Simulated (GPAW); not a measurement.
Runs of GPAW 26.7.0 on CsLiCr2Te2S3. Symmetry: Cm, No. 8, monoclinic system. The conventional cell has a = 6.843 Å, b = 10.361 Å, c = 7.978 Å, α = 90.00°, β = 111.21°, γ = 90.00°. Around Cs (site symmetry m) lie 5 S at 3.58 to 3.92 Å and 1 Li at 4.01 Å. Li (site symmetry m) is surrounded by 3 S at 2.42 to 2.56 Å. Cr (site symmetry 1) has 3 S at 2.20 to 2.25 Å and 1 Te at 2.51 Å as nearest neighbours. Te (site symmetry 1) is surrounded by 1 Cr at 2.51 Å. S (site symmetry 1) is surrounded by 2 Cr at 2.24 to 2.25 Å and 1 Li at 2.56 Å. S (site symmetry m) has 2 Cr at 2.20 Å and 1 Li at 2.42 Å as nearest neighbours. The cell was built by a generator and needn't be a form met in nature.

| task | level | potentials or basis | U | k mesh | ranks | band path | band points | eigensolver | mesh quality | gap on the mesh (eV) | pressure (GPa) | moment (μB) | largest force (eV/Å) |
| --- | --- | --- | --- | --- | --- | --- | --- | --- | --- | --- | --- | --- | --- |
| single point | vdW-DF-cx | GPAW PAW data sets (gpaw-data 1.2.1), pw | - | 3 × 3 × 2 | - | - | - | - | coarse | none | - | 4.01 | 0.18 |
| band structure | LDA | the program's PAW data sets (release 1.2.1) made for this functional, pw | - | 4 × 4 × 3 | 8 | GYFHZIF1,H1Y1XGN,MG | 80 | - | not flagged | - | -3.9 | 4.01 | 0.55 |
| band structure | PBE+U | GPAW PAW data sets (gpaw-data 1.2.1), pw | Cr d U = 2 eV | 4 × 4 × 3 | 8 | GYFHZIF1,H1Y1XGN,MG | 80 | - | not flagged | - | (c) | 4.96 | 0.98 |
| single point | PBE | GPAW PAW data sets (gpaw-data 1.2.1), pw | - | 3 × 3 × 2 | - | - | - | - | coarse | none | 0.2 | 4.01 | 0.12 |
| band structure | PBE+U | GPAW PAW data sets (gpaw-data 1.2.1), pw | Cr d U = 6 eV | 4 × 4 × 3 | 8 | GYFHZIF1,H1Y1XGN,MG | 80 | - | not flagged | - | 6.2 | 6.02 | (b) |
| band structure | AM05 | PAW data sets generated in the run's folder for this functional, pw | - | 4 × 4 × 3 | 8 | GYFHZIF1,H1Y1XGN,MG | 80 | - | not flagged | - | -1.4 | 4.01 | 0.26 |
| band structure | PBE+U | GPAW PAW data sets (gpaw-data 1.2.1), pw | Cr d U = 4 eV | 4 × 4 × 3 | 8 | GYFHZIF1,H1Y1XGN,MG | 80 | - | not flagged | - | 4.3 | 5.85 | 2.15 |
| single point | PBE+D3 | GPAW PAW data sets (gpaw-data 1.2.1), pw | - | 3 × 3 × 2 | - | - | - | - | coarse | none | -0.6 | 4.01 | 0.12 |
| single point | PBE+D3(BJ) | GPAW PAW data sets (gpaw-data 1.2.1), pw | - | 3 × 3 × 2 | - | - | - | - | coarse | none | -1.4 | 4.01 | (d) |
| band structure | TPSS | GPAW PAW data sets (gpaw-data 1.2.1), pw | - | 4 × 4 × 3 | 8 | GYFHZIF1,H1Y1XGN,MG | 80 | davidson | not flagged | - | 0.4 | (a) | 0.24 |
| band structure | PBE | GPAW PAW data sets (gpaw-data 1.2.1), pw | - | 4 × 4 × 3 | 8 | GYFHZIF1,H1Y1XGN,MG | 80 | - | not flagged | - | 0.2 | 4.02 | 0.11 |
| band structure | r2SCAN | GPAW PAW data sets (gpaw-data 1.2.1), pw | - | 4 × 4 × 3 | 8 | GYFHZIF1,H1Y1XGN,MG | 80 | - | not flagged | - | 0.4 | 4.05 | 0.16 |

Alike in all rows: spin collinear, ferromagnetic start; cell as given; cutoff (eV) 800; smearing fermi-dirac 0.05 eV.

Task: Estimate the missing entries.

Result: (a) 4.03; (b) 2.73; (c) 2.4; (d) 0.10.

Caveats: some runs use coarse meshes; only a ferromagnetic start was run, and an antiferromagnetic order may lie lower in energy; the PAW data sets were made with another functional, which shifts forces and pressure a little (some runs); forces of over 1 eV/Å show positions far from the minimum, so gaps and moduli don't describe the material at rest (some runs); pairwise dispersion overbinds metals, which lowers pressure and volume (some runs).

A k mesh can miss the band edges, and the runs leave out spin-orbit coupling on Cs, Te.

A gap of «none» marks a metal or a gap under the smearing width.

Not every run made on this cell is shown here.
